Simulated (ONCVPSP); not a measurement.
# An ONCV potential for La, from input to tests

Do these settings give a usable potential? It is generated, then checked for transferability, scattering, ghosts and hardness.

The numbers are computed with ONCVPSP 4.0.1 (PBE, scalar-relativistic, spin-unpolarised reference atom).

### Step 1. Settings

The settings as typed:

```
element                 : lanthanum (La, Z = 57)
type                    : optimised norm-conserving Vanderbilt (ONCV)
frozen core             : [Kr] 4d10
valence charge          : 11
reference configuration : 5s2 5p6 5d1 6s1 (charge +1)
partial waves           : 5s+6s: rc 2.25 bohr, ncon 4, nbas 8, qcut 5.7 1/bohr, 2 projectors; 5p: rc 2.95 bohr, ncon 4, nbas 8, qcut 4.2 1/bohr, 2 projectors, debl 0.7 Ha; 5d: rc 4.00 bohr, ncon 4, nbas 9, qcut 3.5 1/bohr, 3 projectors, debl 2.8 Ha; f scattering state at 0.07 Ha: rc 4.25 bohr, ncon 4, nbas 7, qcut 2.2 1/bohr, 2 projectors, debl 3.9 Ha
local potential         : polynomial inside 1.45 bohr (lpopt 3, dvloc0 4 Ha)
core correction         : polynomial model core, fcfact 0.7
```

An earlier all-electron run gives the scale for the radii.

All-electron outer shells of the reference configuration (PBE, scalar-relativistic, ld1.x):

```tsv
shell	level (eV)	outermost node (bohr)	outermost maximum (bohr)
5s	-44.74	0.77	1.41
5p	-28.20	0.83	1.58
4f	-10.17	–	0.75
5d	-8.51	0.95	2.19
6s	-8.34	1.85	3.60
6p	-5.40	2.17	4.46
```

### Step 2. The generation run

The input, La.dat:

```
# ATOM AND REFERENCE CONFIGURATION
# atsym  z   nc   nv     iexc    psfile
  La 57.00    9    4        4      upf
#
#   n    l    f
    1    0    2.00
    2    0    2.00
    2    1    6.00
    3    0    2.00
    3    1    6.00
    3    2   10.00
    4    0    2.00
    4    1    6.00
    4    2   10.00
    5    0    2.00
    5    1    6.00
    5    2    1.00
    6    0    1.00
#
# PSEUDOPOTENTIAL AND OPTIMIZATION
# lmax
    3
#
#   l,   rc,      ep,       ncon, nbas, qcut
    0    2.25    0.00    4    8    5.70
    1    2.95    0.00    4    8    4.20
    2    4.00    0.00    4    9    3.50
    3    4.25    0.07    4    7    2.20
#
# LOCAL POTENTIAL
# lloc, lpopt,  rc(5),   dvloc0
    4    3    1.45    4.00
#
# VANDERBILT-KLEINMAN-BYLANDER PROJECTORs
# l, nproj, debl
    0    2    2.20
    1    2    0.70
    2    3    2.80
    3    2    3.90
#
# MODEL CORE CHARGE
# icmod, fcfact, rcfact
    1    0.70    0.00
#
# LOG DERIVATIVE ANALYSIS
# epsh1, epsh2, depsh
   -3.00    5.00    0.02
#
# OUTPUT GRID
# rlmax, drl
    6.00    0.01
#
# TEST CONFIGURATIONS
# ncnf
    4
# nvcnf
#   n    l    f
    4
    5    0    2.00
    5    1    6.00
    5    2    1.00
    6    0    2.00
#
    4
    5    0    2.00
    5    1    6.00
    5    2    1.00
    6    0    0.00
#
    4
    5    0    2.00
    5    1    6.00
    5    2    0.00
    6    0    0.00
#
    4
    5    0    2.00
    5    1    6.00
    5    2    0.00
    6    0    2.00
#
```

The run is started by

```
$ oncvpsp.x < La.dat > La.out
```

**Question.** What will these runs give? Wanted: cutoffs for 1 and 0.1 mHa per electron, occupied waves; bound ghosts; GHOST(+) flags; largest test error; largest phase difference near zero energy, channels read; rms error of d²Exc/dn², without and with the model core; projector energies reset by the program.

**Answer**, as computed:

| quantity | value |
| --- | --- |
| cutoffs for 1 and 0.1 mHa per electron, occupied waves | 11 Ha and 13 Ha |
| bound ghosts | none found |
| GHOST(+) flags | d at 123 eV |
| largest test error (AE − PS) | +78 meV, for 5s2 5p6 5d0 6s0 |
| largest phase difference near zero energy, channels read | 1.924 rad |
| rms error of d²Exc/dn², without and with the model core | 2.36 and 0.66 mHa |
| projector energies reset by the program | p: -1.036, 0.250 Ha; f: -0.374, 3.526 Ha |

By total energies transferability is fair: the largest error is 78 meV on 29.8 eV, for 5s2 5p6 5d0 6s0. By its cutoff, 11 Ha for the looser tolerance, it is soft on the atom at that tolerance. It is free of bound ghosts as far as tested. Of the channels read, d scatters worst near zero energy, by up to 1.92 rad. The program also flags highly localised states, GHOST(+) (d). All of this concerns the isolated atom, not yet a solid.
